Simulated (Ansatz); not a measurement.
# I+ (triplet): energies up the ladder

The task, for I+ (triplet): energies up the ladder. Charge +1. Spin multiplicity 3.

Computed with Ansatz 0.2.0 (the levels named in each step, unless a step's input says otherwise).

## Step 1: The system as given

Structure file:

```xyz
1

I     0.0000    0.0000    0.0000
```

## Step 2: Single point, PBE0/def2-TZVPP

File input.yaml:

```yaml
crystal:
  periodic: [false, false, false]
  atoms:
    - { symbol: I, position_ang: [0.0, 0.0, 0.0] }
magnetization:
  spin_polarized: true
  initial_magnetization: 2
total_charge: 1
basis:
  gaussian: { orbitals: def2-TZVPP }
hamiltonian:
  xc: pbe0
```

Launch:

```bash
> ansatz run input.yaml --threads 1 --pin off --max-ram 2560MiB --backend cpu --events-out ev --progress --plain --runs-dir out
```

The runs that follow: Single point, PBE/def2-TZVPP; Single point, r2SCAN/def2-TZVPP; Single point, B3LYP/def2-TZVPP; Single point, wB97M-V/def2-TZVPP; Single point, B2PLYP/def2-TZVPP; Single point, LDA/def2-TZVPP; Single point, PBE0/def2-SVP; Single point, PBE/def2-SVP; Single point, CCSD(T)/def2-TZVPP; Single point, CCSD(T)/def2-QZVPP.

Q: Predict the outcome of this session. Wanted: energy at CCSD(T)/CBS.

**Answer**, as computed:

| quantity | value |
| --- | --- |
| energy at CCSD(T)/CBS | -8081.476 eV |

In words: These totals serve in differences with atoms or fragments at the same level; alone they don't rank the methods. Heavy atoms carry effective core potentials in def2 sets, and spin-orbit coupling is left out.
